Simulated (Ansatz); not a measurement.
**Sn3Te under changes of volume**

One of the cells (28.798 Å³/atom); the others are scaled copies at fixed shape and fractional positions:

```
CELL_PARAMETERS angstrom
4.86562 0.00000 0.00000
0.00000 4.86562 0.00000
0.00000 0.00000 4.86562
ATOMIC_POSITIONS crystal
Te 0.00000 0.00000 0.00000
Sn 0.00000 0.50000 0.50000
Sn 0.50000 0.00000 0.50000
Sn 0.50000 0.50000 0.00000
```

The cell comes from a database or a generator and needn't be the stable form of this composition.

```yaml
Program: Ansatz 0.2.0
Functional: LDA
Potentials_or_basis: Ansatz PAW
Cutoff: "420 eV (not typed: the program's choice for these potentials)"
k_mesh: 6 × 6 × 6
Occupations: fermi-dirac, width 0.05 eV
Spin: no spin polarisation
```

```tsv
volume (Å³/atom)	energy over the lowest point (meV/atom)	pressure (GPa)
27.070	0.00	-0.7
27.646	4.36	-1.7
28.222	12.20	-2.7
28.798	23.18	-3.5
29.373	36.97	-4.2
29.949	?	?
30.525	71.74	-5.4
```

Task: What does the run at 29.949 Å³/atom give?

Result: Energy over the lowest point 53.25 meV/atom; pressure -4.9 GPa.

Worked out: A Birch-Murnaghan fit of order 3 (a polynomial in V^(-2/3)) to the other rows has its minimum at 26.72 Å³/atom, just outside them, with B0 = V·E''(V) = 54 GPa and B' = 4.3. It gives 53.24 meV/atom at 29.949 Å³/atom, against the run's 53.25, and -dE/dV = -4.8 GPa, against -4.9.

Energies are extrapolated to zero smearing.

Caveats: the PAW data sets come from PBE, with cores solved anew for the run's functional, which leaves a small shift of forces and pressure.
